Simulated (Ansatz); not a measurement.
Below is the output of a Python script on Ansatz 0.2.0, Python API that makes a geometry optimisation of CH₅GeI, SMILES [GeH3][CH2]I. Write a script that gives it. Use: B3LYP, def2-SVP basis, multiplicity 1.

```yaml
atoms:
  - { symbol: Ge, position_ang: [-0.5278, 0.5619, -0.4788] }
  - { symbol: C, position_ang: [0.4482, -0.5513, 0.6870] }
  - { symbol: I, position_ang: [1.8103, -1.6787, -0.4783] }
  - { symbol: H, position_ang: [-1.2685, -0.2496, -1.5254] }
  - { symbol: H, position_ang: [0.3861, 1.5624, -1.2521] }
  - { symbol: H, position_ang: [-1.5872, 1.4447, 0.3475] }
  - { symbol: H, position_ang: [1.0274, 0.0738, 1.4302] }
  - { symbol: H, position_ang: [-0.1963, -1.2205, 1.2140] }
```

Output of `python ch5gei.py`:
```text
step   1  E = -65733.093336 eV  largest force component 2.1865 eV/A
step   2  E = -65733.283973 eV  largest force component 0.6727 eV/A
step   3  E = -65733.309173 eV  largest force component 0.1925 eV/A
step   4  E = -65733.311151 eV  largest force component 0.0472 eV/A
step   5  E = -65733.311397 eV  largest force component 0.0079 eV/A
reference energy    -65733.311656 eV
total energy        -65733.311656 eV
occupied orbitals outside the frozen core (up, down): [34, 34]  frozen: 0  virtual: [63, 63]
pair        before    after (A)
Ge0-C1       1.8844   1.9761
Ge0-H3       1.5174   1.5394
Ge0-H4       1.5602   1.5394
Ge0-H5       1.6076   1.5467
C1-I2        2.1176   2.1840
C1-H6        1.1307   1.0973
C1-H7        1.0681   1.0973
  atom  mulliken  lowdin
0   Ge     0.374   0.169
1    C    -0.322  -0.187
2    I    -0.042   0.157
3    H    -0.063  -0.049
4    H    -0.064  -0.050
5    H    -0.074  -0.054
6    H     0.095   0.007
7    H     0.095   0.007
dipole (e A): [-0.18    0.1445  0.1757]
```

The script that was run (others could print the same):

`ch5gei.py`
```python
'''Geometry optimisation of CH5GeI.'''

import itertools
import warnings

import ansatz
from ase.data import atomic_numbers, covalent_radii
import numpy as np
import pandas as pd

warnings.simplefilter('ignore', ansatz.DeckWarning)

system = (
    ansatz.Crystal.molecule()
    .atom('Ge', [-0.5278, 0.5619, -0.4788])
    .atom('C', [0.4482, -0.5513, 0.687])
    .atom('I', [1.8103, -1.6787, -0.4783])
    .atom('H', [-1.2685, -0.2496, -1.5254])
    .atom('H', [0.3861, 1.5624, -1.2521])
    .atom('H', [-1.5872, 1.4447, 0.3475])
    .atom('H', [1.0274, 0.0738, 1.4302])
    .atom('H', [-0.1963, -1.2205, 1.214])
)

calculation = (
    system.calculation()
    .basis(gaussian='def2-SVP')
    .functional('b3lyp')
)
symbols = [site.symbol for site in system.cartesian_sites]
start = np.array([site.position_ang for site in system.cartesian_sites], dtype=float)
def progress(event):
    if event['event'] == 'relax_step':
        row = event['data']
        print(f'step {row["step"]:3d}  E = {row["lagrangian_ev"]:.6f} eV  largest force component {row["allowed_force_max_ev_ang"]:.4f} eV/A')


rep = calculation.relax(force_tolerance=0.02).session().plan().execute(on_event=progress).report
end = np.array(rep['positions_ang'])

print('reference energy %16.6f eV' % rep['reference_energy_ev'])
print('total energy     %16.6f eV' % rep['free_energy_ev'])
print('occupied orbitals outside the frozen core (up, down):', rep['n_occupied'], ' frozen:', rep['n_frozen'], ' virtual:', rep['n_virtual'])

# pairs closer than 1.2 times the sum of covalent radii, before or after
radius = [covalent_radii[atomic_numbers[s]] for s in symbols]
span = lambda where, i, j: np.linalg.norm(where[i] - where[j])
bonded = [(i, j) for i, j in itertools.combinations(range(len(symbols)), 2) if min(span(start, i, j), span(end, i, j)) < 1.2 * (radius[i] + radius[j])]
print('pair        before    after (A)')
for i, j in bonded:
    print(f'{symbols[i]}{i}-{symbols[j]}{j}'.ljust(10), f'{span(start, i, j):8.4f} {span(end, i, j):8.4f}')

charges = rep['charge_distribution']
table = pd.DataFrame({'atom': symbols, 'mulliken': charges['mulliken_charges_e'], 'lowdin': charges['lowdin_charges_e']})
print(table.round(3).to_string())
print('dipole (e A):', np.round(charges['dipole_moment_e_ang'], 4) + 0.0)
with open('ch5gei_opt.xyz', 'w') as handle:
    handle.write(f'{len(symbols)}\nrelaxed CH5GeI\n')
    handle.writelines(f'{s:2s} {x:11.6f} {y:11.6f} {z:11.6f}\n' for s, (x, y, z) in zip(symbols, end))
```

Caveats:
- Total energies depend on the basis set; only differences at equal settings carry meaning.
- The end point is the stationary point reached from this start; no frequency run checks that it is a minimum, and the basis set is modest.
- def2 sets replace the cores of elements past krypton by effective core potentials.
- The Löwdin charges here are taken after orthogonalising the functions within each atom; they differ from plain Löwdin charges, and their signs can be unphysical.
- b3lyp holds the VWN-RPA fit, as in Gaussian; the form of ORCA and Turbomole is b3lyp5.
- Wall time of the script: 36 s on 1 thread of Arm Neoverse V1, with other jobs on the host, peak memory 0.35 GiB.

(Lines on the test bed's own set-up are left out of the output.)
